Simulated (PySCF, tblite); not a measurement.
**C6H9FO: geometry, infrared bands and NMR shifts**

What infrared bands and NMR shifts should C6H9FO (`C#C[C@](F)(CC)CO`) show?

Programs: tblite 0.8.0 and PySCF 2.14.0, with density-fitted response routines of our own. Each step states its level of theory. These are calculated values for one molecule in the gas phase, unless marked as measured. Atoms count from 0, in the outputs and in this text.

## Step 1: The starting structure

17 atoms, charge 0, multiplicity 1; geometry from: force field or distance geometry start.

Bonds of the start (Å): C0–C1 1.20, C1–C2 1.48, C2–F3 1.35, C2–C4 1.52, C4–C5 1.52, C2–C6 1.55, C6–O7 1.43, C0–H8 1.07, C4–H9 1.10, C4–H10 1.10, C5–H11 1.09, C5–H12 1.09, C5–H13 1.09, C6–H14 1.10, C6–H15 1.08, O7–H16 0.98.

## Step 2: Optimising the geometry with GFN2-xTB

What the job is given:

```
{"job": {"kind": "relax", "xc": "GFN2-xTB", "basis": "xTB"}, "charge": 0, "multiplicity": 1}
C     -0.204200     2.646200     0.736800
C     -0.316200     1.478100     0.499100
C     -0.426200     0.025800     0.237200
F     -0.480900    -0.612900     1.430300
C      0.760200    -0.522000    -0.547600
C      2.085900    -0.378300     0.176300
C     -1.770400    -0.257300    -0.480500
O     -1.965600    -1.655000    -0.693600
H     -0.117600     3.687000     0.949000
H      0.607700    -1.590500    -0.743300
H      0.833100    -0.024300    -1.531400
H      2.356000     0.669400     0.328100
H      2.886200    -0.844700    -0.392900
H      2.059200    -0.867800     1.154600
H     -2.617700     0.102300     0.129000
H     -1.822300     0.243300    -1.436700
H     -1.874100    -2.087500     0.175800
```

The run is started by

```sh
OMP_NUM_THREADS=1 python probes_run.py task.json out
```

One launch serves the whole session: the jobs run in the order shown.

**Question.** This job is followed by: GFN2-xTB harmonic vibrations, gas phase; GIAO PBE0/pcSseg-1 NMR shielding, non-relativistic, gas phase. What will the session give for the following? strongest single infrared mode (GFN2-xTB); zero-point energy (GFN2-xTB); ¹³C shifts against TMS (PBE0/pcSseg-1); ¹H shifts against TMS (PBE0/pcSseg-1, means over atoms taken as alike); ¹⁹F shifts against CFCl3 (PBE0/pcSseg-1); ¹⁷O shifts against H2O (PBE0/pcSseg-1); surface potential, 1st and 99th percentile.

As calculated:

| quantity | value |
| --- | --- |
| strongest single infrared mode (GFN2-xTB) | 428 cm⁻¹, 128 km/mol |
| zero-point energy (GFN2-xTB) | 84.5 kcal/mol |
| ¹³C shifts against TMS (PBE0/pcSseg-1) | 95.4, 86.3, 85.5, 74.4, 32.9, 9.9 ppm |
| ¹H shifts against TMS (PBE0/pcSseg-1, means over atoms taken as alike) | 4.44, 3.68, 2.64, 2.16, 1.31, 1.30, 1.20 ppm |
| ¹⁹F shifts against CFCl3 (PBE0/pcSseg-1) | -200.9 ppm |
| ¹⁷O shifts against H2O (PBE0/pcSseg-1) | 20.6 ppm |
| surface potential, 1st and 99th percentile | -1.42 V and 1.73 V |

What this shows: Relaxing lowered the energy by 0.103 eV in 38 steps; the close pair that moved most is C2–F3, from 1.354 to 1.405 Å. No mode is imaginary among the 45: a minimum at this level. The strongest single mode, at 428 cm⁻¹, moves mainly H16. Unscaled tight-binding wavenumbers are off by several per cent, some by more. Its intensities can rank the bands wrongly. At PBE0/pcSseg-1: The widest tensor belongs to C1: span 302 ppm, with a paramagnetic part of -163 ppm.
